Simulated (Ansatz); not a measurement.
# TiCo3: the cost of one run

Program: Ansatz 0.2.0. Level of theory: DFT PBEsol, scalar-relativistic, plane waves, PAW. These are calculated values, not measurements.

56 further runs of the same task are left out: 1 that didn't finish, 55 set aside as unsound or not needed.

## (1) The starting structure

The structure is cubic, space group Pm-3m (No. 221). The conventional cell has a = 3.528 Å, b = 3.528 Å, c = 3.528 Å, α = 90.00°, β = 90.00°, γ = 90.00°. Around Ti (site symmetry m-3m) lie 12 Co at 2.49 Å. Co (site symmetry 4/mmm) is surrounded by 4 Ti at 2.49 Å and 8 Co at 2.49 Å.

Coordinates:

```
Ti Co
1.0
     3.52803    0.00000    0.00000
     0.00000    3.52803    0.00000
     0.00000    0.00000    3.52803
Ti Co
1 3
Direct
  0.00000 0.00000 0.00000
  0.00000 0.50000 0.50000
  0.50000 0.00000 0.50000
  0.50000 0.50000 0.00000
```

It is the result of an earlier relaxation at this level (volume 10.98 Å³/atom; gap on the mesh: none (metal), site moments up to 0.3 μB).

## (2) What is varied

The energy is mapped over volume and a fixed ferromagnetic moment.

- volume per atom: 9 values from 8.23 to 13.72 Å³
- total spin moment of the cell, held fixed: 11 values from 0.00 to 7.60 μB

Nothing else is relaxed (shape and fractional coordinates fixed). Points are written as (first, second).

## (3) The run at (8.92 Å³, 0.00 μB)

Contents of input.yaml:

```yaml
crystal:
  lattice:
    - [3.2921146286, 0.0, 0.0]
    - [0.0, 3.2921146286, 0.0]
    - [0.0, 0.0, 3.2921146286]
  atoms:
    - { symbol: Ti, position: [0.0, 0.0, 0.0] }
    - { symbol: Co, position: [0.0, 0.5, 0.5] }
    - { symbol: Co, position: [0.5, 0.0, 0.5] }
    - { symbol: Co, position: [0.5, 0.5, 0.0] }
basis:
  ecutwfc: 520.0
kpoints:
  mp_grid: { grid: [12, 12, 12] }
hamiltonian:
  xc: pbesol
scf:
  occupations: { method: gaussian, width: 0.15 }
  lower_state_search: "off"
output:
  forces: true
  stress: true
  eigenvalues: true
```

On the command line:

```console
$ ansatz run input.yaml --threads 4 --pin off --max-ram 8192MiB --backend cpu --events-out ev --progress --plain --runs-dir out
```

**Question.** How long does this run take on 4 threads of Arm Neoverse V2, shared host, and how much memory does it need?

About 2 s, with a peak of 0.43 GiB.
